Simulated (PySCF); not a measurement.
**Ge6Cl6 prismane (Ge6Cl6): geometry, NMR shifts and electronic excitations**

What NMR shifts and electronic excitations should Ge6Cl6 prismane (Ge6Cl6) show?

Computed with PySCF 2.14.0, with density-fitted response routines of our own, on a single molecule in the gas phase. Atoms count from 0, in the outputs and in this text.

## (1) The molecule as given

12 atoms, charge 0, multiplicity 1; geometry from: GFN1-xTB. The atoms were then displaced at random by about 0.03 Å, so the start is not that level's minimum.

Bonds of the start (Å): Ge0–Cl1 2.25, Ge0–Ge2 2.46, Ge0–Ge4 2.52, Ge0–Ge8 2.34, Ge2–Cl3 2.26, Ge2–Ge4 2.46, Ge2–Ge10 2.45, Ge4–Cl5 2.22, Ge4–Ge6 2.43, Ge6–Cl7 2.18, Ge6–Ge8 2.44, Ge6–Ge10 2.45, Ge8–Cl9 2.24, Ge8–Ge10 2.45, Ge10–Cl11 2.22.

## (2) Geometry optimisation at PBE0-D3(BJ)/def2-SVP

Job settings and geometry (Å):

```
{"job": {"xc": "PBE0", "basis": "def2-SVP", "d3": "d3bj", "grid": 1, "maxiter": 40, "shake": 0.03, "kind": "geom"}, "charge": 0, "multiplicity": 1}
Ge     0.527010     1.165040    -1.324880
Cl     0.939090     2.764860    -2.848350
Ge     0.370050     1.430430     1.113930
Cl     0.994220     3.195180     2.388960
Ge    -1.669640     0.866270    -0.130490
Cl    -3.565160     2.026190    -0.238440
Ge    -1.123600    -1.493910     0.100730
Cl    -2.370640    -3.274030     0.220720
Ge     0.970950    -1.120330    -1.083930
Cl     2.102180    -2.556040    -2.371950
Ge     0.909320    -0.948330     1.363120
Cl     2.031680    -2.138070     2.861570
```

Run with:

```
> OMP_NUM_THREADS=2 python probes_run.py task.json out
```

The driver reads the jobs from task.json and runs them one after another.

**Question.** This job is followed by: GIAO PBE0/pcSseg-1 Ge:pcSseg-2 NMR shielding, non-relativistic, gas phase; TDDFT wB97X-D/def2-SVPD, vertical, gas phase, core orbitals frozen in the response. What will the session give for the following? rotational constants (main isotopes); 35Cl shifts against HCl (PBE0/pcSseg-2+pcSseg-1, means over atoms taken as alike); shieldings of Ge (PBE0/pcSseg-2+pcSseg-1, a mean where the table joins atoms); potential on the surface of density 0.002 e/bohr³, 1st and 99th percentile; lowest singlet (wB97X-D/def2-SVPD); brightest single state of those computed; lowest triplet.

**Answer**, as computed:

| quantity | value |
| --- | --- |
| rotational constants (main isotopes) | 0.17, 0.14, 0.14 GHz |
| 35Cl shifts against HCl (PBE0/pcSseg-2+pcSseg-1, means over atoms taken as alike) | 328 ppm |
| shieldings of Ge (PBE0/pcSseg-2+pcSseg-1, a mean where the table joins atoms) | Ge0 1281.7 ppm |
| potential on the surface of density 0.002 e/bohr³, 1st and 99th percentile | -0.15 V and 1.59 V |
| lowest singlet (wB97X-D/def2-SVPD) | 2.58 eV (480 nm), f = 0.000 |
| brightest single state of those computed | state 13, 4.28 eV, f = 0.026 |
| lowest triplet | 2.34 eV |

What this shows: The start of the PBE0/def2-SVP relaxation was shaken at random by about 0.03 Å, so part of the energy gained, and of the first lengths quoted, undoes that. Over 11 steps the energy fell by 0.502 eV; of the close pairs, Ge6–Ge8 changed most, 2.435 to 2.571 Å. At PBE0/pcSseg-2+pcSseg-1: Shielding is most anisotropic at Ge0, Ge2, Ge4, Ge6, Ge8, Ge10 (span 942 ppm, paramagnetic term -1481 ppm). The first singlet state (HOMO→LUMO 0.98) lies at 2.58 eV and is dark; of the 15 states computed, the strongest absorption comes from states 13 to 15 together at 4.28 eV (the last computed, so partners may be missing). The lowest triplet lies 0.24 eV below the lowest singlet (triplets in Tamm-Dancoff, singlets in full TDDFT). Spin-orbit coupling is left out, which matters for shieldings and couplings at and beside the heavy atoms.
